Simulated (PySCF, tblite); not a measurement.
# C5H10B2GeS: geometry, infrared bands and NMR shifts

What infrared bands and NMR shifts should C5H10B2GeS (`BSB/[C](=C\C#C)[GeH2][CH3]`) show?

Programs: tblite 0.8.0 and PySCF 2.14.0, with density-fitted response routines of our own. Each step states its level of theory. These are calculated values for one molecule in the gas phase, unless marked as measured. Atoms are numbered from 0 throughout.

**1. Starting geometry**

19 atoms, charge 0, multiplicity 1; geometry from: force field or distance geometry start.

Bonds of the start (Å): B0–S1 1.89, S1–B2 1.89, B2–C3 1.59, C3–C4 1.34, C4–C5 1.44, C5–C6 1.21, C3–Ge7 1.92, Ge7–C8 1.94, B0–H9 1.17, B0–H10 1.18, B2–H11 1.17, C4–H12 1.08, C6–H13 1.06, Ge7–H14 1.55, Ge7–H15 1.54, C8–H16 1.11, C8–H17 1.11, C8–H18 1.12.

**2. Optimising the geometry with GFN2-xTB**

The job: settings as JSON, then the geometry in Å.

```
{"job": {"kind": "relax", "xc": "GFN2-xTB", "basis": "xTB"}, "charge": 0, "multiplicity": 1}
B      1.921300     2.497200     0.931600
S      0.402600     1.832300     1.830700
B      0.750300     0.064200     1.249900
C      0.097500    -0.501100    -0.088500
C      0.318200    -1.759300    -0.508900
C      1.181000    -2.695800     0.154100
C      1.910100    -3.476900     0.713400
Ge    -1.102600     0.610200    -1.084800
C     -2.809100     0.699300    -0.160300
H      2.957000     2.537100     1.479200
H      1.807700     2.875000    -0.184000
H      1.444000    -0.613200     1.909500
H     -0.171000    -2.097600    -1.411800
H      2.548800    -4.169300     1.206800
H     -1.330200     0.012300    -2.498700
H     -0.521500     2.032000    -1.222600
H     -3.235200    -0.314900    -0.055800
H     -3.515800     1.331900    -0.741600
H     -2.662900     1.145800     0.851400
```

Launch:

```
OMP_NUM_THREADS=1 python probes_run.py task.json out
```

The driver reads the jobs from task.json and runs them one after another.

**Question.** This job is followed by: GFN2-xTB harmonic vibrations, gas phase; GIAO PBE0/pcSseg-1 NMR shielding, non-relativistic, gas phase. Predict these results of the whole session: strongest single infrared mode (GFN2-xTB); zero-point energy (GFN2-xTB); 13C shifts against TMS (PBE0/pcSseg-1); 1H shifts against TMS (PBE0/pcSseg-1, means over atoms taken as alike); 11B shifts against BF3·OEt2 (PBE0/pcSseg-1); 33S shifts against CS2 (PBE0/pcSseg-1); 73Ge shifts against GeMe4 (PBE0/pcSseg-1).

As calculated:

| quantity | value |
| --- | --- |
| strongest single infrared mode (GFN2-xTB) | 2001 cm⁻¹, 420 km/mol |
| zero-point energy (GFN2-xTB) | 78.9 kcal/mol |
| 13C shifts against TMS (PBE0/pcSseg-1) | 168.9, 153.5, 103.0, 86.9, -1.7 ppm |
| 1H shifts against TMS (PBE0/pcSseg-1, means over atoms taken as alike) | 7.74, 7.72, 7.37, 4.43, 3.66, 0.63 ppm |
| 11B shifts against BF3·OEt2 (PBE0/pcSseg-1) | 76.2, 66.3 ppm |
| 33S shifts against CS2 (PBE0/pcSseg-1) | 192 ppm |
| 73Ge shifts against GeMe4 (PBE0/pcSseg-1) | -116 ppm |

The optimisation took 144 steps and gained 1.108 eV; among the close pairs (by a distance rule), B0–S1 changed most, from 1.886 to 1.764 Å. All 51 modes are real, so the xTB geometry is a minimum. The strongest single mode, at 2001 cm⁻¹, moves mainly H15. GFN2-xTB is a fitted tight-binding method: band positions and strengths are rough. Its intensities can rank the bands wrongly. At PBE0/pcSseg-1: Shielding is most anisotropic at S1 (span 725 ppm, paramagnetic term -751 ppm). Spin-orbit coupling is left out, which matters for shieldings and couplings at and beside the heavy atoms.
